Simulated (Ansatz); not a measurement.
The system is Hf2Pd2Se2Br2O3.

```
Hf Pd Se Br O
1.0
     5.60663   -0.09346   -0.01409
     1.61393    5.33512    0.00251
     1.36916    1.91529    8.31543
Hf Pd Se Br O
2 2 2 2 3
Direct
  0.23317 0.65161 0.02284
  0.76683 0.34839 0.97716
  0.00000 0.50000 0.50000
  0.00000 0.00000 0.50000
  0.02419 0.33917 0.25331
  0.97581 0.66083 0.74669
  0.50000 0.50000 0.50000
  0.50000 0.00000 0.50000
  0.44792 0.35724 0.92101
  0.55208 0.64276 0.07899
  0.00000 0.00000 0.00000
```

The cell was built by a generator and needn't be a form met in nature.

| Item | Value |
| --- | --- |
| Program | Ansatz 0.2.0 |
| Task | relaxation of cell and atoms |
| Functional | PBEsol |
| Potentials or basis | Ansatz PAW |
| Cutoff | 420 eV (not typed: the program's choice for these potentials) |
| k mesh | 4 × 4 × 3 |
| Occupations | fermi-dirac, width 0.05 eV |
| Spin | no spin polarisation |

At the start: volume 22.73 Å³/atom.

**Question.** Where does the relaxation end?

**Answer.** It ends after 24 steps and the volume is 21.33 Å³/atom (-6.1 %); space group P-1 (No. 2, to 0.05 Å).

Step by step:
```csv
step,energy change (eV),largest force (eV/Å),volume (Å³)
1,0.0000,0.3653,250.02
2,-0.0744,0.5047,230.78
3,-0.1430,0.1268,238.28
4,-0.1496,0.0612,237.94
5,-0.1617,0.1917,236.89
6,-0.1671,0.1456,236.68
7,-0.1696,0.0390,236.51
8,-0.1700,0.0232,236.47
9,-0.1700,0.0121,236.50
10,-0.1703,0.0270,236.55
11,-0.1709,0.0503,236.61
12,-0.1721,0.0747,236.56
13,-0.1739,0.1205,236.53
14,-0.1761,0.1454,236.36
15,-0.1882,0.0361,234.68
16,-0.1894,0.1426,234.41
17,-0.1898,0.1447,235.33
18,-0.1908,0.0211,235.14
19,-0.1912,0.0082,234.98
20,-0.1911,0.0012,235.06
21,-0.1861,0.0013,235.06
22,-0.1869,0.0297,234.60
23,-0.1870,0.0073,234.68
24,-0.1866,0.0074,234.68
```

Final structure:
```xyz
11
Lattice="5.1826 -0.0541 -0.0219 1.5332 5.5803 -0.0632 1.2667 1.9113 8.0667" Properties=species:S:1:pos:R:3 pbc="T T T"
Hf    2.2068    3.7265    0.1738
Hf    5.7756    3.7109    7.8078
Pd    1.4000    3.7458    4.0018
Pd    0.6334    0.9556    4.0334
Se    0.9885    2.3164    2.0590
Se    6.9940    5.1210    5.9226
Br    3.9912    3.7187    3.9908
Br    3.2246    0.9286    4.0224
O     3.9101    3.7651    7.4758
O     4.0724    3.6723    0.5058
O     0.0000    0.0000    0.0000
```

Caveat: the plane-wave basis is chosen anew once the cell has moved, so the energies of steps on either side of that aren't comparable; the PAW data sets come from PBE, with cores solved anew for the run's functional, which leaves a small shift of forces and pressure.
